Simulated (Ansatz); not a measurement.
# AlBClH2N: the cost of one run

All numbers are computed with Ansatz 0.2.0, driven from Python. The levels of theory stand in the script.

## 1. Starting point

Bond lengths: Cl1–Al2 2.220 Å, Al2–B3 2.086 Å, Al2–N4 1.868 Å, B3–N4 1.554 Å, B3–H5 1.192 Å, N4–H6 1.105 Å. Angles: Cl1–Al2–B3 158.5°, Cl1–Al2–N4 155.7°, B3–Al2–N4 45.9°, Al2–B3–N4 59.6°, Al2–B3–H5 151.8°, N4–B3–H5 148.6°, Al2–N4–B3 74.5°, Al2–N4–H6 102.4°, B3–N4–H6 103.8°.

Input file albclh2n.xyz:

```xyz
6

Cl   -1.46460   -2.85910    0.28710
Al   -0.33840   -0.94980    0.16540
B     0.66580    0.65880   -0.70410
N     0.47010    0.59460    0.83590
H     1.10530    1.23560   -1.65030
H    -0.39610    1.25600    1.01980
```

## 2. The code

Contents of albclh2n.py:

```python
"""One geometry of AlBClH2N, method by method."""

from dataclasses import dataclass
from pathlib import Path

import ansatz as az
import numpy as np


@dataclass(frozen=True)
class Settings:
    basis_set: str = "cc-pVDZ"


opts = Settings()


def main() -> None:
    geometry = az.Crystal.molecule_from_extxyz("albclh2n.xyz")

    model = (
        geometry.calculation()
        .basis(gaussian=opts.basis_set)
        .scf(lower_state_search="light")
    )

    print("functional    E (Ha)        dipole (D)   HOMO (eV)  LUMO (eV)")
    for name in ["r2scan", "r2scan0", "lc_wpbe", "hse06", "blyp"]:
        rep = model.functional(name).forces().orbitals().run(threads=1, runs_dir="runs").report
        lines = Path(rep["orbitals_path"]).read_text().splitlines()
        field_of = lambda key: [line.split("=")[1].strip() for line in lines if line.startswith(key)]
        orbitals = [(27.211386 * float(e), s, float(n)) for e, s, n in zip(field_of("Ene="), field_of("Spin="), field_of("Occup="))]
        homo = max(e for e, _, n in orbitals if n > 0.5)
        lumo = min(e for e, _, n in orbitals if n < 0.5)
        dipole = 4.803205 * np.linalg.norm(rep["charge_distribution"]["dipole_moment_e_ang"])
        print(f"{name:10s} {rep['free_energy_ev'] / 27.211386246:14.6f} {dipole:9.3f} {homo:11.3f} {lumo:10.3f}")


if __name__ == "__main__":
    main()
```

## 3. The input behind the calls

The engine receives this input (first run):

```yaml
crystal:
  periodic: [false, false, false]
  atoms:
    - { symbol: Cl, position_ang: [-1.4646, -2.8591, 0.2871] }
    - { symbol: Al, position_ang: [-0.3384, -0.9498, 0.1654] }
    - { symbol: B, position_ang: [0.6658, 0.6588, -0.7041] }
    - { symbol: "N", position_ang: [0.4701, 0.5946, 0.8359] }
    - { symbol: H, position_ang: [1.1053, 1.2356, -1.6503] }
    - { symbol: H, position_ang: [-0.3961, 1.256, 1.0198] }
basis:
  gaussian:
    orbitals: cc-pVDZ
hamiltonian:
  xc: r2scan
scf:
  lower_state_search: light
output:
  orbitals: {}
  forces: true
```

## 4. Running it

Started as:

```console
$ python albclh2n.py
```

**Question.** How long does this script take on 1 thread of Arm Neoverse V1, shared host, and how much memory does it need?

About 19 s, with a peak of 0.23 GiB.
